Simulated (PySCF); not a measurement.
# BH7Si2Te: the cost of one run

Computed with PySCF 2.14.0 and routines of our own; the level stands in each step. Atoms count from 0.

### 1 The starting structure

11 atoms, charge 0, multiplicity 1; geometry from: GFN2-xTB.

### 2 Geometry optimisation at PBE0-D3(BJ)/def2-SVP

What the job is given:

```
{"job": {"xc": "PBE0", "basis": "def2-SVP", "d3": "d3bj", "grid": 1, "maxiter": 30, "shake": 0.01, "kind": "geom"}, "charge": 0, "multiplicity": 1}
B     -1.100900     1.327860     0.247880
Si    -1.813340    -0.352200    -0.315840
Te     0.409280     0.579250    -1.416020
Si     1.997770    -0.577360     0.176910
H     -0.569820     1.444130     1.270380
H     -1.636480     2.334580    -0.178020
H     -2.661880    -0.632070    -1.468940
H     -1.453580    -1.684820     0.180570
H      1.349070    -1.768260     0.782370
H      2.389130     0.285740     1.284680
H      3.128880    -0.982690    -0.579650
```

Command:

```sh
> OMP_NUM_THREADS=1 python heavy_run.py task.json out
```

The driver reads the jobs from task.json and runs them one after another.

**Question.** How long does this first job take on 1 thread of Intel Xeon Platinum 8488C, shared host, and how much memory does it need?

About 78 s, with a peak of 0.48 GiB.
